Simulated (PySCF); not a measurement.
# C6H8F2O: the cost of one run

Programs: PySCF 2.14.0, with density-fitted response routines of our own. Each step states its level of theory. These are calculated values for one molecule, in the gas phase or a continuum, unless marked as measured. Atoms count from 0, in the outputs and in this text.

## 1. The starting structure

17 atoms, charge 0, multiplicity 1; geometry from: GFN2-xTB. The atoms were then displaced at random by about 0.01 Å, so the start is not that level's minimum.

Bonds of the start (Å): F0–C1 1.36, C1–F2 1.36, C1–O3 1.31, O3–C4 1.44, C4–C5 1.53, C5–C6 1.53, C6–C7 1.55, C6–C8 1.52, C7–C4 1.54, C8–C4 1.51, C1–H9 1.11, C5–H10 1.10, C5–H11 1.09, C6–H12 1.12, C7–H13 1.10, C7–H14 1.07, C8–H15 1.10, C8–H16 1.08.

## 2. Optimising the geometry at PBE0-D3(BJ)/def2-SVP

The job: settings as JSON, then the geometry in Å.

```
{"job": {"xc": "PBE0", "basis": "def2-SVP", "d3": "d3bj", "grid": 1, "shake": 0.01, "kind": "geom"}, "charge": 0, "multiplicity": 1}
F      3.313030     0.439040     1.229730
C      2.250540     0.428930     0.376300
F      2.705420    -0.135940    -0.776670
O      1.302950    -0.291330     0.930550
C      0.019570    -0.211290     0.282510
C     -1.287180    -0.716030     0.901040
C     -1.641370    -0.134190    -0.472510
C     -0.722690     1.068400    -0.139720
C     -0.408650    -0.838790    -1.019260
H      1.972140     1.472300     0.134880
H     -1.379430    -1.799720     1.029970
H     -1.645450    -0.196510     1.788380
H     -2.662800    -0.077930    -0.929120
H     -1.087940     1.731310     0.665130
H     -0.345550     1.612120    -0.978700
H      0.030540    -0.420040    -1.937820
H     -0.429650    -1.918510    -1.074520
```

Command:

```bash
$ OMP_NUM_THREADS=1 python probes_run.py task.json out
```

This one command runs all jobs of the session in turn.

**Question.** How long does this first job take on 1 thread of AMD EPYC, shared host, and how much memory does it need?

About 4.4 min, with a peak of 0.76 GiB.
